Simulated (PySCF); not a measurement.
# A diatomic session: CI

An exercise on one series of results from a longer session: the logs are not shown, and one member is left open.

The runs use PySCF 2.14.0; C x2c-SVPall, I x2c-SVPall, spin-free X2C with a Gaussian nucleus.

Set-up of the first run:

A driver script around PySCF takes these settings:

| Property | Result |
| --- | --- |
| atoms | C, I |
| charge | 0 |
| basis | C x2c-SVPall, I x2c-SVPall |
| Hamiltonian | spin-free X2C with a Gaussian nucleus |
| basis functions | 50 |
| electrons treated | 59 |
| masses in u | 12.0000, 126.9045 |
| levels | PBE0, PBE, r²SCAN, r²SCANh, B97-3, LDA, HF, MP2, SCS-MP2, CCSD, CCSD(T) |
| grid | 80 radial by 434 angular points |
| occupations | held fixed by the projection of orbital angular momentum |
| dissociation limit | C + I, each in its ground configuration |
| starting distance in angstrom | 2.020 |
| values of 2S to try | 1, 3 |

The run is started by

```sh
$ OMP_NUM_THREADS=1 python dia.py task.json out
```

Steps of the session up to this table: Input; PBE0 along the bond; Excited determinants; PBE; r²SCAN (meta-GGA); r²SCANh (hybrid meta-GGA); B97-3 (global hybrid GGA); LDA; UHF (mean field); MP2 and coupled cluster.

One table of the session follows, with a row left open; its other results are not shown here.

Differences from CCSD(T) in the same basis:

| level | Re (mÅ) | ωe (%) |
| --- | --- | --- |
| UHF | +6 | -0.6 |
| UHF-CCSD | -4 | +0.6 |
| LDA | -38 | +7.2 |
| PBE | -9 | +2.4 |
| r²SCAN | -12 | +2.9 |
| r²SCANh | -17 | +4.1 |
| PBE0 | ? | ? |
| B97-3 | -20 | +4.9 |

Q: Estimate the row for PBE0 from the others.

The run gave: Re (mÅ): -26; ωe (%): +5.9. In the column «Re (mÅ)» it lies between LDA (-38) and B97-3 (-20).
